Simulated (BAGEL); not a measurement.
**CH2NOSi (SMILES O=C=N[SiH2]), step by step**

Wanted: the energy (UHF/ANO-RCC-MB), then a single-point energy (UHF/ANO-RCC-VDZ), then the energy (UHF/ANO-RCC-VDZP), then a single-point energy (UHF/ANO-RCC-VTZP), then a single-point energy (UHF/ANO-RCC-VQZP) of CH2NOSi. 

The calculation is run with BAGEL 1.2.2.

## (1) The system as given

CH2NOSi: 6 atoms, total charge 0, spin state doublet. SMILES: `O=C=N[SiH2]`. The coordinates come from a PBE0-D4/def2-TZVP relaxation.

Bond lengths: O1–C2 1.164 Å, C2–N3 1.195 Å, N3–Si4 1.706 Å, Si4–H5 1.486 Å, Si4–H6 1.486 Å. Angles: O1–C2–N3 178.3°, C2–N3–Si4 162.2°, N3–Si4–H5 108.6°, N3–Si4–H6 108.6°, H5–Si4–H6 111.4°.

## (2) A single-point energy at UHF/ANO-RCC-MB (DKH2, density fitting with tzvpp-jkfit, property dipole) (run 1)

File job.json:

```json
{ "bagel": [

{
  "title": "molecule",
  "basis": "ano-rcc-mb.json",
  "df_basis": "tzvpp-jkfit",
  "angstrom": "true",
  "dkh": "true",
  "geometry": [
    { "atom": "O", "xyz": [    1.089700,   -2.025700,    1.610400 ] },
    { "atom": "C", "xyz": [    0.648500,   -1.177800,    0.945400 ] },
    { "atom": "N", "xyz": [    0.216300,   -0.284900,    0.279200 ] },
    { "atom": "Si", "xyz": [   -0.683300,    0.591600,   -0.875300 ] },
    { "atom": "H", "xyz": [    0.261300,    1.214200,   -1.839100 ] },
    { "atom": "H", "xyz": [   -1.490500,    1.618700,   -0.166800 ] }
  ]
},
{ "title": "uhf", "nopen": 1 },
{ "title": "print", "file": "orbitals.molden", "orbitals": "true" }

]}
```

The basis set ANO-RCC-MB is read from a file made from the Basis Set Exchange's data (not shown).

Started as:

```sh
$ BAGEL_NUM_THREADS=1 BAGEL job.json > job.out
```

The program printed:

```text
* using 1 threads per process

  ===============================================================
  ===============================================================

  *** Geometry ***

  { "atom" : "O", "xyz" : [      2.059235,     -3.828018,      3.043215 ] },
  { "atom" : "C", "xyz" : [      1.225487,     -2.225719,      1.786547 ] },
  { "atom" : "N", "xyz" : [      0.408748,     -0.538383,      0.527612 ] },
  { "atom" : "Si", "xyz" : [     -1.291250,      1.117962,     -1.654077 ] },
  { "atom" : "H", "xyz" : [      0.493785,      2.294505,     -3.475395 ] },
  { "atom" : "H", "xyz" : [     -2.816637,      3.058900,     -0.315206 ] },

  Number of auxiliary basis functions:      393

  Since a DF basis is specified, we compute 2- and 3-index integrals:
    o Being stored without compression. Storage requirement is 0.002 GB

  Number of basis functions:       26
  Number of electrons      :       37

    * METHOD: MOLECULE                             0.13

  *** Open-shell HF ***

  === Nuclear Repulsion ===
   130.1383133111

      * DIIS with orbital gradients will be used.

  === UHF iteration (ano-rcc-mb.json) ===
      0       -457.56410285          0.04107917           0.02
      1       -457.63331391          0.02249082           0.02
      2       -457.64825350          0.01271926           0.02
      3       -457.65624276          0.00269365           0.02
      4       -457.65669337          0.00057390           0.02
      5       -457.65686320          0.00014166           0.02
      6       -457.65692709          0.00006832           0.02
      7       -457.65695418          0.00005650           0.02
      8       -457.65699770          0.00003769           0.02
      9       -457.65702020          0.00001980           0.02
     10       -457.65702372          0.00001260           0.02
     11       -457.65702403          0.00000590           0.02
     12       -457.65702495          0.00000341           0.02
     13       -457.65702538          0.00000144           0.02
     14       -457.65702550          0.00000069           0.02
     15       -457.65702557          0.00000028           0.02
     16       -457.65702559          0.00000021           0.02
     17       -457.65702560          0.00000020           0.02
     18       -457.65702561          0.00000015           0.02
     19       -457.65702561          0.00000014           0.02
     20       -457.65702561          0.00000009           0.02
     21       -457.65702561          0.00000006           0.02
     22       -457.65702561          0.00000005           0.02
     23       -457.65702561          0.00000003           0.02
     24       -457.65702561          0.00000002           0.02
     25       -457.65702561          0.00000001           0.02
    * SCF iteration converged.

    * S^2 (UHF) is 0.7674

    * Permanent dipole moment:
           (    0.770412,    -0.778629,     0.994237) a.u.

    * METHOD: UHF                                  0.62

    * METHOD: PRINT                                0.00

  ===============================================================
```

Run time: 0.92 s. Hardware: 1 thread of Arm Neoverse V2, shared host; peak memory 0.083 GiB.

## (3) The energy at UHF/ANO-RCC-VDZ (DKH2, density fitting with tzvpp-jkfit, property dipole) (run 2)

File input.json:

```json
{ "bagel": [

{
  "title": "molecule",
  "basis": "ano-rcc-vdz.json",
  "df_basis": "tzvpp-jkfit",
  "angstrom": true,
  "dkh": true,
  "geometry": [
    { "atom": "O", "xyz": [       1.089700,      -2.025700,       1.610400 ] },
    { "atom": "C", "xyz": [       0.648500,      -1.177800,       0.945400 ] },
    { "atom": "N", "xyz": [       0.216300,      -0.284900,       0.279200 ] },
    { "atom": "Si", "xyz": [      -0.683300,       0.591600,      -0.875300 ] },
    { "atom": "H", "xyz": [       0.261300,       1.214200,      -1.839100 ] },
    { "atom": "H", "xyz": [      -1.490500,       1.618700,      -0.166800 ] }
  ]
},

{
  "title": "uhf",
  "nopen": 1
},

{
  "title": "print",
  "file": "orbitals.molden",
  "orbitals": true
}

]}
```

The basis set ANO-RCC-VDZ is read from a file made from the Basis Set Exchange's data (not shown).

Started as:

```sh
$ BAGEL_NUM_THREADS=1 BAGEL input.json > input.out
```

The program printed:

```text
* using 1 threads per process

  ===============================================================
  ===============================================================

  *** Geometry ***

  { "atom" : "O", "xyz" : [      2.059235,     -3.828018,      3.043215 ] },
  { "atom" : "C", "xyz" : [      1.225487,     -2.225719,      1.786547 ] },
  { "atom" : "N", "xyz" : [      0.408748,     -0.538383,      0.527612 ] },
  { "atom" : "Si", "xyz" : [     -1.291250,      1.117962,     -1.654077 ] },
  { "atom" : "H", "xyz" : [      0.493785,      2.294505,     -3.475395 ] },
  { "atom" : "H", "xyz" : [     -2.816637,      3.058900,     -0.315206 ] },

  Number of auxiliary basis functions:      393

  Since a DF basis is specified, we compute 2- and 3-index integrals:
    o Being stored without compression. Storage requirement is 0.006 GB

  Number of basis functions:       44
  Number of electrons      :       37

    * METHOD: MOLECULE                             0.14

  *** Open-shell HF ***

  === Nuclear Repulsion ===
   130.1383133111

      * DIIS with orbital gradients will be used.

  === UHF iteration (ano-rcc-vdz.json) ===
      0       -457.71454907          0.06084092           0.03
      1       -457.81428112          0.04650860           0.03
      2       -457.84941128          0.03615358           0.03
      3       -457.90151860          0.00331790           0.03
      4       -457.90209958          0.00111390           0.03
      5       -457.90228468          0.00019939           0.03
      6       -457.90231401          0.00008278           0.03
      7       -457.90232428          0.00003284           0.03
      8       -457.90232948          0.00001128           0.03
      9       -457.90233103          0.00000739           0.03
     10       -457.90233185          0.00000527           0.03
     11       -457.90233244          0.00000282           0.03
     12       -457.90233268          0.00000146           0.03
     13       -457.90233275          0.00000092           0.03
     14       -457.90233279          0.00000061           0.03
     15       -457.90233282          0.00000028           0.03
     16       -457.90233282          0.00000020           0.03
     17       -457.90233282          0.00000012           0.03
     18       -457.90233282          0.00000009           0.03
     19       -457.90233282          0.00000005           0.03
     20       -457.90233282          0.00000002           0.03
     21       -457.90233282          0.00000001           0.03
     22       -457.90233282          0.00000001           0.03
    * SCF iteration converged.

    * S^2 (UHF) is 0.7551

    * Permanent dipole moment:
           (    0.737699,    -0.621265,     0.922478) a.u.

    * METHOD: UHF                                  0.89

    * METHOD: PRINT                                0.00

  ===============================================================
```

Wall time 1.2 s (1 thread of Arm Neoverse V2, shared host); peak memory 0.083 GiB.

## (4) A single-point energy at UHF/ANO-RCC-VDZP (DKH2, density fitting with tzvpp-jkfit, property dipole) (run 3)

File input.json:

```json
{ "bagel" : [

{
  "title" : "molecule",
  "basis" : "ano-rcc-vdzp.json",
  "df_basis" : "tzvpp-jkfit",
  "angstrom" : "true",
  "dkh" : "true",
  "geometry" : [
    { "atom" : "O", "xyz" : [       1.089700,      -2.025700,       1.610400 ] },
    { "atom" : "C", "xyz" : [       0.648500,      -1.177800,       0.945400 ] },
    { "atom" : "N", "xyz" : [       0.216300,      -0.284900,       0.279200 ] },
    { "atom" : "Si", "xyz" : [      -0.683300,       0.591600,      -0.875300 ] },
    { "atom" : "H", "xyz" : [       0.261300,       1.214200,      -1.839100 ] },
    { "atom" : "H", "xyz" : [      -1.490500,       1.618700,      -0.166800 ] }
  ]
},

{
  "title" : "uhf",
  "nopen" : 1
},

{
  "title" : "print",
  "file" : "orbitals.molden",
  "orbitals" : "true"
}

]}
```

The basis set ANO-RCC-VDZP is read from a file made from the Basis Set Exchange's data (not shown).

Started as:

```sh
$ BAGEL_NUM_THREADS=1 BAGEL input.json > input.out
```

The program printed:

```text
* using 1 threads per process

  ===============================================================
  ===============================================================

  *** Geometry ***

  { "atom" : "O", "xyz" : [      2.059235,     -3.828018,      3.043215 ] },
  { "atom" : "C", "xyz" : [      1.225487,     -2.225719,      1.786547 ] },
  { "atom" : "N", "xyz" : [      0.408748,     -0.538383,      0.527612 ] },
  { "atom" : "Si", "xyz" : [     -1.291250,      1.117962,     -1.654077 ] },
  { "atom" : "H", "xyz" : [      0.493785,      2.294505,     -3.475395 ] },
  { "atom" : "H", "xyz" : [     -2.816637,      3.058900,     -0.315206 ] },

  Number of auxiliary basis functions:      393

  Since a DF basis is specified, we compute 2- and 3-index integrals:
    o Being stored without compression. Storage requirement is 0.015 GB

  Number of basis functions:       70
  Number of electrons      :       37

    * METHOD: MOLECULE                             0.25

  *** Open-shell HF ***

  === Nuclear Repulsion ===
   130.1383133111

      * DIIS with orbital gradients will be used.

  === UHF iteration (ano-rcc-vdzp.json) ===
      0       -457.83300777          0.04491910           0.05
      1       -457.95968454          0.03317093           0.05
      2       -458.00074032          0.02504199           0.05
      3       -458.04929675          0.00219530           0.05
      4       -458.05007218          0.00098062           0.05
      5       -458.05035106          0.00030098           0.05
      6       -458.05038943          0.00011103           0.06
      7       -458.05039939          0.00004636           0.05
      8       -458.05040284          0.00001085           0.06
      9       -458.05040318          0.00000708           0.06
     10       -458.05040330          0.00000376           0.06
     11       -458.05040339          0.00000126           0.06
     12       -458.05040340          0.00000070           0.06
     13       -458.05040341          0.00000038           0.05
     14       -458.05040341          0.00000015           0.06
     15       -458.05040341          0.00000009           0.06
     16       -458.05040341          0.00000004           0.06
     17       -458.05040341          0.00000002           0.06
     18       -458.05040341          0.00000001           0.06
    * SCF iteration converged.

    * S^2 (UHF) is 0.7551

    * Permanent dipole moment:
           (    0.439311,    -0.531916,     0.588153) a.u.

    * METHOD: UHF                                  1.47

    * METHOD: PRINT                                0.01

  ===============================================================
```

It took 1.9 s on 1 thread of Arm Neoverse V2, shared host; peak memory 0.091 GiB.

Run 4 isn't shown in full; the table further down has it.

## (5) A single-point energy at UHF/ANO-RCC-VQZP (DKH2, density fitting with qzvpp-jkfit, property dipole) (run 5)

input.json, as its differences from that of step 4:

```diff
@@ -4,6 +4,6 @@
   "title" : "molecule",
-  "basis" : "ano-rcc-vdzp.json",
-  "df_basis" : "tzvpp-jkfit",
-  "angstrom" : "true",
-  "dkh" : "true",
+  "basis" : "ano-rcc-vqzp.json",
+  "df_basis" : "qzvpp-jkfit",
+  "angstrom" : true,
+  "dkh" : true,
   "geometry" : [
@@ -18,12 +18,5 @@
 
-{
-  "title" : "uhf",
-  "nopen" : 1
-},
+{ "title" : "uhf", "nopen" : 1 },
 
-{
-  "title" : "print",
-  "file" : "orbitals.molden",
-  "orbitals" : "true"
-}
+{ "title" : "print", "file" : "orbitals.molden", "orbitals" : true }
```

The basis set ANO-RCC-VQZP is read from a file made from the Basis Set Exchange's data (not shown).

Started as:

```sh
$ BAGEL_NUM_THREADS=1 BAGEL input.json > input.out
```

The program printed:

```text
* using 1 threads per process

  ===============================================================
  ===============================================================

  *** Geometry ***

  { "atom" : "O", "xyz" : [      2.059235,     -3.828018,      3.043215 ] },
  { "atom" : "C", "xyz" : [      1.225487,     -2.225719,      1.786547 ] },
  { "atom" : "N", "xyz" : [      0.408748,     -0.538383,      0.527612 ] },
  { "atom" : "Si", "xyz" : [     -1.291250,      1.117962,     -1.654077 ] },
  { "atom" : "H", "xyz" : [      0.493785,      2.294505,     -3.475395 ] },
  { "atom" : "H", "xyz" : [     -2.816637,      3.058900,     -0.315206 ] },

  Number of auxiliary basis functions:      393

  Since a DF basis is specified, we compute 2- and 3-index integrals:
    o Being stored without compression. Storage requirement is 0.254 GB

  Number of basis functions:      284
  Number of electrons      :       37

    * METHOD: MOLECULE                             0.90

  *** Open-shell HF ***

  === Nuclear Repulsion ===
   130.1383133111

      * DIIS with orbital gradients will be used.

  === UHF iteration (ano-rcc-vqzp.json) ===
      0       -457.85744116          0.01727597           0.42
      1       -458.01863712          0.00956836           0.47
      2       -458.05842058          0.00576529           0.47
      3       -458.07507397          0.00068024           0.45
      4       -458.07600973          0.00033153           0.45
      5       -458.07632358          0.00009730           0.44
      6       -458.07637358          0.00005831           0.43
      7       -458.07638295          0.00002761           0.44
      8       -458.07638966          0.00000713           0.44
      9       -458.07639108          0.00000369           0.43
     10       -458.07639171          0.00000171           0.45
     11       -458.07639186          0.00000088           0.43
     12       -458.07639195          0.00000045           0.45
     13       -458.07639198          0.00000035           0.44
     14       -458.07639200          0.00000019           0.44
     15       -458.07639201          0.00000009           0.43
     16       -458.07639201          0.00000005           0.45
     17       -458.07639201          0.00000003           0.46
     18       -458.07639201          0.00000001           0.47
     19       -458.07639201          0.00000001           0.47
    * SCF iteration converged.

    * S^2 (UHF) is 0.7557

    * Permanent dipole moment:
           (    0.385531,    -0.519082,     0.528703) a.u.

    * METHOD: UHF                                 10.58

    * METHOD: PRINT                                0.12

  ===============================================================
```

It took 12 s on 1 thread of Arm Neoverse V2, shared host; peak memory 0.39 GiB.

## (6) The series

```csv
run,level,integral approximation,energy (Eh),dipole moment (D),⟨S²⟩,wall time
1,"UHF/ANO-RCC-MB (DKH2, density fitting with tzvpp-jkfit, property dipole)",tzvpp-jkfit,-457.657026,3.76,0.767,0.92 s
2,"UHF/ANO-RCC-VDZ (DKH2, density fitting with tzvpp-jkfit, property dipole)",tzvpp-jkfit,-457.902333,3.39,0.755,1.2 s
3,"UHF/ANO-RCC-VDZP (DKH2, density fitting with tzvpp-jkfit, property dipole)",tzvpp-jkfit,-458.050403,2.30,0.755,1.9 s
4,"UHF/ANO-RCC-VTZP (DKH2, density fitting with tzvpp-jkfit, property dipole)",tzvpp-jkfit,-458.072875,2.13,0.756,5.4 s
5,"UHF/ANO-RCC-VQZP (DKH2, density fitting with qzvpp-jkfit, property dipole)",qzvpp-jkfit,-458.076392,2.12,0.756,12 s
```

## (7) Results

```
                              quantity          value
 run 5, UHF/ANO-RCC-VQZP: total energy  -458.07639 Eh
run 5, UHF/ANO-RCC-VQZP: dipole moment         2.12 D
         run 5, UHF/ANO-RCC-VQZP: ⟨S²⟩          0.756
```

The dipole moment (its size) runs from 2.12 D (UHF/ANO-RCC-VQZP) to 3.76 D (UHF/ANO-RCC-MB). In run 1 the basis is minimal, so the values are rough. All runs together took 21 s, the longest 12 s.
